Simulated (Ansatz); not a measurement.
Working through a single point in a Gaussian basis of C3H9B, SMILES CBCC

Program: the Ansatz DFT code, driven from Python.

Typed at the interpreter:
```pycon
>>> from pathlib import Path
>>> import ansatz as az
>>> from ase import Atoms
>>> BASIS = "cc-pVDZ"
>>> XC = "PBE0"
>>> DISPERSION = "d4"
>>> atoms = Atoms(["C", "B", "C", "C", "H", "H", "H", "H", "H", "H", "H", "H", "H"], positions=[
...     (-0.8901, 1.0769, 1.0974),
...     (0.4559, 0.8511, 0.3769),
...     (0.8512, -0.6098, -0.1056),
...     (0.0679, -1.1071, -1.226),
...     (-1.5226, 1.8358, 0.4621),
...     (-0.7629, 1.5636, 2.0934),
...     (-1.4838, 0.1786, 1.1893),
...     (1.255, 1.7677, 0.2319),
...     (0.8247, -1.2869, 0.8162),
...     (1.939, -0.5806, -0.4205),
...     (-1.0722, -1.1968, -0.865),
...     (0.356, -2.1176, -1.5211),
...     (0.0024, -0.4096, -2.1142),
... ])
>>> molecule = az.Crystal.molecule_from_ase(atoms)
>>> calculation = (
...     molecule.calculation()
...     .basis(gaussian=BASIS)
...     .functional(XC, dispersion=DISPERSION)
...     .orbitals()
... )
>>> print(calculation.to_yaml())
crystal:
  periodic: [false, false, false]
  atoms:
    - { symbol: C, position_ang: [-0.8901, 1.0769, 1.0974] }
    - { symbol: B, position_ang: [0.4559, 0.8511, 0.3769] }
    - { symbol: C, position_ang: [0.8512, -0.6098, -0.1056] }
    - { symbol: C, position_ang: [0.0679, -1.1071, -1.226] }
    - { symbol: H, position_ang: [-1.5226, 1.8358, 0.4621] }
    - { symbol: H, position_ang: [-0.7629, 1.5636, 2.0934] }
    - { symbol: H, position_ang: [-1.4838, 0.1786, 1.1893] }
    - { symbol: H, position_ang: [1.255, 1.7677, 0.2319] }
    - { symbol: H, position_ang: [0.8247, -1.2869, 0.8162] }
    - { symbol: H, position_ang: [1.939, -0.5806, -0.4205] }
    - { symbol: H, position_ang: [-1.0722, -1.1968, -0.865] }
    - { symbol: H, position_ang: [0.356, -2.1176, -1.5211] }
    - { symbol: H, position_ang: [0.0024, -0.4096, -2.1142] }
basis:
  gaussian:
    orbitals: cc-pVDZ
hamiltonian:
  xc: pbe0
  dispersion: d4
output:
  orbitals: {}
>>> outcome = calculation.run(runs_dir="c3h9b_runs")
>>> report = outcome.report
>>> {key: value for key, value in report.items() if isinstance(value, (int, float)) and "ev" in key}
{'free_energy_ev': -3928.8596754409937, 'reference_energy_ev': -3928.692378121352}
>>> print(f"E = {report['free_energy_ev']:.6f} eV = {report['free_energy_ev'] / 27.211386246:.7f} Ha")
E = -3928.859675 eV = -144.3829300 Ha
>>> print("converged:", report["converged"], " doubts:", report["published_state_doubts"] or "none")
converged: True  doubts: none
>>> field = report["mean_field"]
>>> print("<S^2> =", round(abs(field["state"]["spin_squared"]), 4), " all-electron relativity setting:", field["relativity"])
<S^2> = 0.0  all-electron relativity setting: none
>>> print("passes:", field["passes"])
passes: {'evaluations': 14, 'products': 11}
>>> if "symmetry" in field:
...     print("occupied orbitals by irrep:", field["symmetry"]["occupied"])
...
occupied orbitals by irrep: [{'A': 16}, {'A': 16}]
>>> lines = Path(report["orbitals_path"]).read_text().splitlines()
>>> field_of = lambda key: [line.split("=")[1].strip() for line in lines if line.startswith(key)]
>>> orbitals = [(27.211386 * float(e), s, float(n)) for e, s, n in zip(field_of("Ene="), field_of("Spin="), field_of("Occup="))]
>>> homo = max(e for e, _, n in orbitals if n > 0.5)
>>> lumo = min(e for e, _, n in orbitals if n < 0.5)
>>> for e, spin, n in sorted(orbitals):
...     if homo - 10 < e < lumo + 5:
...         print(f"{spin:6s} {e:10.3f} eV  occupation {n:.0f}")
...
Alpha     -16.747 eV  occupation 2
Alpha     -12.993 eV  occupation 2
Alpha     -12.279 eV  occupation 2
Alpha     -11.807 eV  occupation 2
Alpha     -10.963 eV  occupation 2
Alpha     -10.838 eV  occupation 2
Alpha     -10.250 eV  occupation 2
Alpha      -9.473 eV  occupation 2
Alpha      -8.276 eV  occupation 2
Alpha      -8.018 eV  occupation 2
Alpha      -0.740 eV  occupation 0
Alpha       1.874 eV  occupation 0
Alpha       2.887 eV  occupation 0
Alpha       2.998 eV  occupation 0
Alpha       3.162 eV  occupation 0
Alpha       3.534 eV  occupation 0
Alpha       4.042 eV  occupation 0
Alpha       4.180 eV  occupation 0
```

Caveats:
- Total energies depend on the basis set; only differences at equal settings carry meaning.
- The geometry is a force-field or estimated start, not a minimum of this method, and the basis set is short of its limit.
- Alpha marks a spatial orbital of a restricted run, filled by both spins.
- Total less reference energy is the dispersion correction.
- Levels such as HOMO and LUMO are orbital energies: with these approximate functionals they aren't the ionisation energy and electron affinity, and their gap isn't the fundamental gap.
- Wall time of the script: 2.4 s on 1 thread of AMD EPYC 7B13 (Zen 3) (shared host), peak memory 0.27 GiB.
